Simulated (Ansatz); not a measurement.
**C16H34, 50 atoms: cost of a run**

Program: Ansatz 0.2.0 (MP2, HF, Gaussian basis). Host: Intel Xeon 6975P-C (Granite Rapids), 96 cores, 190 hardware threads, 362 GiB; it was booked for these runs alone, one at a time. Each run is timed once from launch to exit, start-up included.

### Step 1. The system

A molecule of 50 atoms and 130 electrons, in the basis aug-cc-pvdz.

### Step 2. The reference run

Contents of input.yaml:

```yaml
crystal:
  periodic: [false, false, false]
  atoms:
    - { symbol: C, position_ang: [0.0000, 0.0000, 0.0000] }
    - { symbol: H, position_ang: [0.0000, -0.6351, 0.8924] }
    - { symbol: H, position_ang: [0.0000, -0.6351, -0.8924] }
    - { symbol: H, position_ang: [-0.9131, 0.6044, 0.0000] }
    - { symbol: C, position_ang: [1.2758, 0.8445, 0.0000] }
    - { symbol: H, position_ang: [1.2758, 1.4796, 0.8924] }
    - { symbol: H, position_ang: [1.2758, 1.4796, -0.8924] }
    - { symbol: C, position_ang: [2.5517, 0.0000, 0.0000] }
    - { symbol: H, position_ang: [2.5517, -0.6351, 0.8924] }
    - { symbol: H, position_ang: [2.5517, -0.6351, -0.8924] }
    - { symbol: C, position_ang: [3.8275, 0.8445, 0.0000] }
    - { symbol: H, position_ang: [3.8275, 1.4796, 0.8924] }
    - { symbol: H, position_ang: [3.8275, 1.4796, -0.8924] }
    - { symbol: C, position_ang: [5.1034, 0.0000, 0.0000] }
    - { symbol: H, position_ang: [5.1034, -0.6351, 0.8924] }
    - { symbol: H, position_ang: [5.1034, -0.6351, -0.8924] }
    - { symbol: C, position_ang: [6.3792, 0.8445, 0.0000] }
    - { symbol: H, position_ang: [6.3792, 1.4796, 0.8924] }
    - { symbol: H, position_ang: [6.3792, 1.4796, -0.8924] }
    - { symbol: C, position_ang: [7.6551, 0.0000, 0.0000] }
    - { symbol: H, position_ang: [7.6551, -0.6351, 0.8924] }
    - { symbol: H, position_ang: [7.6551, -0.6351, -0.8924] }
    - { symbol: C, position_ang: [8.9309, 0.8445, 0.0000] }
    - { symbol: H, position_ang: [8.9309, 1.4796, 0.8924] }
    - { symbol: H, position_ang: [8.9309, 1.4796, -0.8924] }
    - { symbol: C, position_ang: [10.2068, 0.0000, 0.0000] }
    - { symbol: H, position_ang: [10.2068, -0.6351, 0.8924] }
    - { symbol: H, position_ang: [10.2068, -0.6351, -0.8924] }
    - { symbol: C, position_ang: [11.4826, 0.8445, 0.0000] }
    - { symbol: H, position_ang: [11.4826, 1.4796, 0.8924] }
    - { symbol: H, position_ang: [11.4826, 1.4796, -0.8924] }
    - { symbol: C, position_ang: [12.7585, 0.0000, 0.0000] }
    - { symbol: H, position_ang: [12.7585, -0.6351, 0.8924] }
    - { symbol: H, position_ang: [12.7585, -0.6351, -0.8924] }
    - { symbol: C, position_ang: [14.0343, 0.8445, 0.0000] }
    - { symbol: H, position_ang: [14.0343, 1.4796, 0.8924] }
    - { symbol: H, position_ang: [14.0343, 1.4796, -0.8924] }
    - { symbol: C, position_ang: [15.3101, 0.0000, 0.0000] }
    - { symbol: H, position_ang: [15.3101, -0.6351, 0.8924] }
    - { symbol: H, position_ang: [15.3101, -0.6351, -0.8924] }
    - { symbol: C, position_ang: [16.5860, 0.8445, 0.0000] }
    - { symbol: H, position_ang: [16.5860, 1.4796, 0.8924] }
    - { symbol: H, position_ang: [16.5860, 1.4796, -0.8924] }
    - { symbol: C, position_ang: [17.8618, 0.0000, 0.0000] }
    - { symbol: H, position_ang: [17.8618, -0.6351, 0.8924] }
    - { symbol: H, position_ang: [17.8618, -0.6351, -0.8924] }
    - { symbol: C, position_ang: [19.1377, 0.8445, 0.0000] }
    - { symbol: H, position_ang: [19.1377, 1.4796, 0.8924] }
    - { symbol: H, position_ang: [19.1377, 1.4796, -0.8924] }
    - { symbol: H, position_ang: [20.0508, 0.2401, 0.0000] }
basis:
  gaussian: { orbitals: aug-cc-pvdz }
correlation: { method: mp2 }
```

On the command line:

```sh
$ ansatz run input.yaml --threads 96 --backend cpu --events-out ev --progress --plain --runs-dir out
```

Q: Estimate wall time and peak memory on 96 threads of Intel Xeon 6975P-C (Granite Rapids), host not shared.

About 11 s, with a peak of 10 GiB.
